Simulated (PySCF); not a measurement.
# CCSDT/SBKJC (core potential) run of [SnH3]− (SMILES [H][Sn-]([H])[H])

Aim: the vertical singlet–triplet gap of [SnH3]− at CCSDT/SBKJC (core potential), from 2 runs. Input form: a Python script.

Program for the calculation: PySCF 2.14.0.

4 further runs of the same task are left out: 4 set aside as unsound or not needed.

## 1. The molecule

[SnH3]−: 4 atoms, total charge -1, spin state singlet. SMILES: `[H][Sn-]([H])[H]`. Geometry: a GFN2-xTB relaxation, a rough one for these elements and not checked as a minimum.

Bond lengths: Sn1–H2 1.948 Å, Sn1–H3 1.948 Å, Sn1–H4 1.949 Å. Angles: H2–Sn1–H3 93.3°, H2–Sn1–H4 93.4°, H3–Sn1–H4 93.5°.

## 2. A single-point energy at CCSDT/SBKJC (core potential)

File input.py:

```python
from pyscf import gto, cc

molecule = gto.M(
    atom=[
    ('Sn', (-0.006380, 0.005730, 0.791670)),
    ('H', (1.637790, -0.033600, -0.251650)),
    ('H', (-0.786860, 1.432510, -0.280410)),
    ('H', (-0.844540, -1.404640, -0.259610)),
],
    max_memory=1860,
    spin=0,
    verbose=3,
    charge=-1,
    basis='sbkjc',
    ecp={'Sn': 'sbkjc'},
)

calc0 = molecule.RHF()
calc0.conv_tol = 1e-10
calc0.kernel()
if not calc0.converged:
    calc0 = calc0.newton().run(calc0.mo_coeff, calc0.mo_occ)

mycc = cc.CCSDT(calc0)
mycc.kernel()
e_tot = mycc.e_tot
print('E(%s) = %.9f' % ('CCSDT', e_tot))
```

Run with:

```
$ OMP_NUM_THREADS=1 python input.py
```

Standard output:

```text
converged SCF energy = -4.96534393831814
_make_eris_incore_RCCSDT

WARN: A large `blksize` is being used, which may cause large memory consumption
      for storing contraction intermediates. If memory is sufficient, consider using
      `pyscf.cc.rccsdt_highm.RCCSDT` instead.

WARN: A large `blksize_oovv` is being used, which may cause large memory consumption
      for storing contraction intermediates. If memory is sufficient, consider using
      `pyscf.cc.rccsdt_highm.RCCSDT` instead.

WARN: A large `blksize_oooo` is being used, which may cause large memory consumption
      for storing contraction intermediates. If memory is sufficient, consider using
      `pyscf.cc.rccsdt_highm.RCCSDT` instead.

RCCSDT converged
E(RCCSDT) = -5.044166302799733   E_corr = -0.07882236448159
E_corr(same-spin) = -0.00331904143641625
E_corr(oppo-spin) = -0.0755033230451738
E(CCSDT) = -5.044166303
```

It took 2.2 s on 1 thread of AMD EPYC 7R43 (Zen 3), shared host; peak memory 0.11 GiB.

## 3. The triplet at the same level

File job.py:

```python
from pyscf import gto, cc

mol = gto.M(
    atom='Sn -0.006380 0.005730 0.791670; H 1.637790 -0.033600 -0.251650; H -0.786860 1.432510 -0.280410; H -0.844540 -1.404640 -0.259610',
    verbose=3,
    max_memory=1860,
    spin=2,
    ecp={'Sn': 'sbkjc'},
    charge=-1,
    basis='sbkjc',
)

hf = mol.UHF()
hf.conv_tol = 1e-10
hf.kernel()
if not hf.converged:
    hf = hf.newton().run(hf.mo_coeff, hf.mo_occ)

mycc = cc.CCSDT(hf)
mycc.kernel()
e_final = mycc.e_tot
print(f'total energy: {e_final:.8f} hartree')
```

Run with:

```
$ OMP_NUM_THREADS=1 python job.py
```

Standard output:

```text
WARN: HOMO 0.103335370504849 >= LUMO -0.149624731297765

converged SCF energy = -4.82657203953049  <S^2> = 2.0319433  2S+1 = 3.0212205
_make_eris_incore_UCCSDT

WARN: A large `blksize_v_aaa` is being used, which may cause large memory consumption
      for storing contraction intermediates. If memory is sufficient, consider using
      `pyscf.cc.uccsdt_highm.UCCSDT` instead.

WARN: A large `blksize_v_aab` is being used, which may cause large memory consumption
      for storing contraction intermediates. If memory is sufficient, consider using
      `pyscf.cc.uccsdt_highm.UCCSDT` instead.

UCCSDT converged
E(UCCSDT) = -4.897395137440242   E_corr = -0.07082309790975011
E_corr(same-spin) = -0.00361414359493874
E_corr(oppo-spin) = -0.0672089543148114
total energy: -4.89739514 hartree
```

It took 8.7 s on 1 thread of AMD EPYC 7R43 (Zen 3), shared host; peak memory 0.1 GiB.

## 4. Results

At CCSDT/SBKJC (core potential):

| quantity | value |
| --- | --- |
| singlet: total energy | -5.04417 Eh |
| singlet: HOMO energy (Hartree–Fock orbitals) | -2.27 eV |
| singlet: LUMO energy (Hartree–Fock orbitals) | 7.82 eV |
| singlet: HOMO–LUMO gap (to an unbound level, set by the basis) | 10.09 eV |
| singlet: correlation energy | -78.8 mEh |
| singlet: T1 diagnostic | 0.017 |
| triplet: total energy | -4.89740 Eh |
| triplet: HOMO energy (Hartree–Fock orbitals) (highest over α and β) | 1.70 eV |
| triplet: LUMO energy (Hartree–Fock orbitals) (lowest over α and β) | 4.59 eV |
| triplet: correlation energy | -70.8 mEh |
| triplet: ⟨S²⟩ of the reference determinant | 2.032 |
| triplet: T1 diagnostic | 0.056 |
| vertical energy of the triplet above the singlet | 3.994 eV |

**Reading.** At this shape the triplet lies 3.99 eV (385 kJ/mol) above the singlet. For an anion a state so high probably lies above electron detachment. The T1 diagnostic (triplet) of 0.056 is above the customary mark for such species, so a single reference may not serve. The HOMO (triplet) lies at positive energy, 1.70 eV: the electron is unbound at this level or held by a compact basis; values depend on the basis.
